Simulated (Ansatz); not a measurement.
# COSe (SMILES O=C=[Se]): single points off equilibrium

One table from this session's results is given with a row withheld; the runs are named, their logs left out.

The runs use Ansatz 0.2.0, Gaussian basis; single points in def2-TZVPP.

Cores are frozen in the correlated methods. Filled d shells of the heavier atoms are correlated.

## Where the work starts

3 atoms, charge 0, spin multiplicity 1.

Atoms are counted from 1 here; the program's logs count them from 0.

Bond lengths: O1–C2 1.026 Å, C2–Se3 1.626 Å. Angles: O1–C2–Se3 177.9°.

Geometry (Å):

```mol
COSe
  3D, bonds by distance, orders not assigned

  3  2  0  0  0  0  0  0  0  0999 V2000
   -0.7596    0.9123   -0.2980 O   0  0
   -0.1294    0.1400   -0.0536 C   0  0
    0.8813   -1.0553    0.3858 Se  0  0
  1  2  8  0
  2  3  8  0
M  END
```

The first run:

run/in.yaml reads:

```yaml
crystal:
  periodic: [false, false, false]
  atoms:
    - {symbol: O, position_ang: [-0.759600, 0.912300, -0.298000]}
    - {symbol: C, position_ang: [-0.129400, 0.140000, -0.053600]}
    - {symbol: Se, position_ang: [0.881300, -1.055300, 0.385800]}
basis:
  gaussian: {orbitals: def2-TZVPP}
correlation: {method: ccsd_t}
output: {forces: true}
```

No record of the launch command was kept for these runs.

Steps of the session up to this table: CCSD(T)/def2-TZVPP; PBE0-D4/def2-TZVPP; wB97M-V/def2-TZVPP; r2SCAN-D4/def2-TZVPP; PBE-D4/def2-TZVPP; r2SCAN0-D4/def2-TZVPP; wB97X-V/def2-TZVPP.

One table of the session follows, with a row left open; its other results are not shown here.

| method | RMS force component (eV/Å) | angle to CCSD(T) forces (°) | dipole (D) |
| --- | --- | --- | --- |
| CCSD(T) | 9.478 | reference | 0.27 |
| PBE0-D4 | 9.098 | 0.6 | 0.16 |
| wB97M-V | 8.959 | 0.3 | 0.27 |
| r2SCAN-D4 | 9.394 | 1.2 | 0.14 |
| PBE-D4 | ? | ? | ? |
| r2SCAN0-D4 | 8.787 | 0.9 | 0.17 |
| wB97X-V | 9.118 | 0.1 | 0.31 |

Q: Estimate the row for PBE-D4 from the others.

**Answer.** RMS force component (eV/Å): 9.877; angle to CCSD(T) forces (°): 0.7; dipole (D): 0.10. In the column «RMS force component (eV/Å)» it is the highest.
